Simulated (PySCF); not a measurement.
# MoSCl2: triplet, from a T-shaped (ligand arrangement 2) start

The task is one start of a wider search on MoSCl2: the triplet, from a T-shaped (ligand arrangement 2) start. It is relaxed, tested by its Hessian and followed downhill if it is a saddle.

Method: B3LYP, basis Mo def2-SVP with ECP28, S def2-SVP, Cl def2-SVP, scalar-relativistic core potentials, no spin–orbit coupling, density fitting; program: PySCF 2.14.0.

**1. The starting structure**

4 atoms, charge 0, spin multiplicity 3.

Bond lengths: Mo1–S2 2.150 Å, Mo1–Cl3 2.370 Å, Mo1–Cl4 2.370 Å. Angles: S2–Mo1–Cl3 88.0°, S2–Mo1–Cl4 88.0°, Cl3–Mo1–Cl4 176.0°.

Coordinates in bohr (charge 0 multiplicity 3):
```
Mo    0.0000    0.0000   -0.7048
S     0.0000    0.0000    3.3581
Cl    4.4760    0.0000   -0.5485
Cl   -4.4760    0.0000   -0.5485
```

**2. T-shaped (ligand arrangement 2) start, triplet: relaxation**

One driver script runs all steps and calls PySCF; scf.py shows how it sets up the SCF of each step. The optimiser is the driver's own. Before each start the driver seeks the lowest SCF state from one or more starting densities and follows internal instabilities, so scf.py alone need not reach the same state.

The program finds C2v symmetry in the start, which this walk keeps.

File scf.py:

```python
from pyscf import gto, scf, dft
mol = gto.M(atom='''
Mo     0.000000     0.000000    -0.372964
S      0.000000     0.000000     1.777036
Cl     2.368600    -0.000000    -0.290264
Cl    -2.368600     0.000000    -0.290264''',
    basis={'Mo': 'def2-SVP', 'S': 'def2-SVP', 'Cl': 'def2-SVP'},
    ecp={'Mo': 'def2-SVP'},
    charge=0, spin=2)
mf = dft.UKS(mol, xc='B3LYP')
mf.grids.atom_grid = (50, 194)
aux = {'Mo': 'def2-universal-JKFIT', 'S': 'def2-universal-JKFIT', 'Cl': 'def2-universal-JKFIT'}
mf = mf.density_fit(auxbasis=aux)
mf.kernel()
```

The optimiser's trace:

```
step   energy (Eh)  change (kJ/mol)  largest symmetric gradient (Eh/bohr)
   0  -1386.503496             0.00                               0.07241
   1  -1386.527144           -62.09                               0.03473
   2  -1386.545679          -110.75                               0.03527
   3  -1386.555288          -135.98                               0.01839
   4  -1386.561567          -152.46                               0.00995
   5  -1386.563517          -157.58                               0.00262
   6  -1386.563742          -158.17                               0.00115
   7  -1386.563751          -158.20                               0.00068
   8  -1386.563751          -158.20                               0.00004
```

The walk ran for 16 s (4 threads, shared host).

End point (C2v, 8 steps, 158.2 kJ/mol gained): Mo–Cl 2.285 Å (×2), Mo–S 2.097 Å; Cl–Mo–Cl 121.9°, Cl–Mo–S 119.0° (×2).

**3. Frequencies**

On the finer grid the gradient is checked again; gradients at displacements of ±0.01 bohr then give force constants and infrared intensities.

scf.py, as its differences from that of step 2:

```diff
@@ -3,4 +3,4 @@
-Mo     0.000000     0.000000    -0.372964
-S      0.000000     0.000000     1.777036
-Cl     2.368600    -0.000000    -0.290264
-Cl    -2.368600     0.000000    -0.290264''',
+Mo    -0.000000    -0.000000     0.053169
+S     -0.000000    -0.000000     2.150277
+Cl     1.996977    -0.000000    -1.057063
+Cl    -1.996977     0.000000    -1.057063''',
@@ -11 +11 @@
-mf.grids.atom_grid = (50, 194)
+mf.grids.atom_grid = (75, 302)
```

The driver hands on the density of the step before, so the log starts near convergence.

SCF at the final geometry:

```text
init E= -1386.56385119093
[... the frontier-level lines of each cycle are left out ...]
cycle= 1 E= -1386.56385118914  delta_E= 1.78e-09  |g|= 5.63e-05  |ddm|= 7.21e-05
cycle= 2 E= -1386.56385115975  delta_E= 2.94e-08  |g|= 0.000231  |ddm|= 0.000271
cycle= 3 E= -1386.56385119099  delta_E= -3.12e-08  |g|= 1.18e-05  |ddm|= 0.000213
cycle= 4 E= -1386.56385119108  delta_E= -9.12e-11  |g|= 7.97e-07  |ddm|= 1.53e-05
Extra cycle  E= -1386.56385119107  delta_E= 2.27e-12  |g|= 1.69e-06  |ddm|= 2.79e-06
converged SCF energy = -1386.56385119107  <S^2> = 2.0507044  2S+1 = 3.0336146
```

The whole step took 31 s.

Geometry: C2v; Mo–Cl 2.285 Å (×2), Mo–S 2.097 Å; Cl–Mo–Cl 121.9°, Cl–Mo–S 119.1° (×2).

Modes, for the most abundant isotopes:

| symmetry | ω (cm⁻¹) | IR (km/mol) | type |
| --- | --- | --- | --- |
| b1 | 83 | 5.3 | bend |
| a1 | 100 | 0.3 | bend |
| b2 | 116 | 0.3 | bend |
| a1 | 374 | 21.9 | stretch |
| b2 | 420 | 93.8 | stretch |
| a1 | 574 | 55.0 | stretch |

Every mode is real; the point is a minimum.

Properties at this point:

```
Dipole moment                                                   : 0.45 D
Highest occupied level                                          : -6.91 eV
Lowest empty level                                              : -4.15 eV
Rotational constants                                            : 0.07451, 0.06044, 0.03337 cm⁻¹
Zero-point energy                                               : 10.0 kJ/mol
Principal polarisabilities                                      : 46.2, 82.9, 92.5 bohr³
Atomisation energy without zero-point energy                    : 1195 kJ/mol
Principal traceless quadrupole moments about the centre of mass : -4.73, 0.58, 4.14 D Å
Entropy at 298.15 K and 1 bar (electronic part: spin only)      : 352.6 J/(mol K)
Heat capacity Cp at 298.15 K                                    : 74.6 J/(mol K)
Enthalpy at 298.15 K above 0 K                                  : 17.82 kJ/mol
Rotational symmetry number                                      : 2
Spin squared ⟨S²⟩                                               : 2.051
```

Populations by atom (charges in e):

```tsv
atom	Mulliken	Löwdin	polar tensor	spin (Mulliken)	Mayer order to Mo1
Mo1	0.43	-0.68	1.39	2.22	–
S2	-0.05	0.36	-0.40	-0.29	2.43
Cl3,4	-0.19	0.16	-0.50	0.04	1.23
```

Mulliken populations on Mo1 (outside its core potential): s 2.46, p 6.53, d 4.55, f 0.03.

**4. Results**

| quantity | value |
| --- | --- |
| minimum | triplet, C2v |
| geometry | Mo–Cl 2.285 Å (×2), Mo–S 2.097 Å; Cl–Mo–Cl 121.9°, Cl–Mo–S 119.1° (×2) |
| wavenumbers (cm⁻¹) | 83 (b1), 100 (a1), 116 (b2), 374 (a1), 420 (b2), 574 (a1) |
| dipole moment | 0.45 D |
| highest occupied, lowest empty level (either spin) | -6.91, -4.15 eV |
| polar-tensor charge of Mo1 | +1.39 e |
| zero-point energy | 10.0 kJ/mol |
| entropy at 298.15 K | 352.6 J/(mol K) |
| atomisation energy (no zero-point energy) | 1195 kJ/mol |
| ⟨S²⟩ | 2.051 |

What this shows: The molecule stays C2v, as typed, and the end point is a minimum. In the infrared the band at 420 cm⁻¹ (b2, stretch) leads. Most of the spin sits on Mo1 (Mulliken spin 2.22, against 2 for the whole molecule). Only this shape and spin were tried, so other structures or states may lie lower. Take wavenumbers under 90 cm⁻¹ as rough. One determinant may miss the lowest occupation of an open d or f shell.

The search up to here took 56 s.
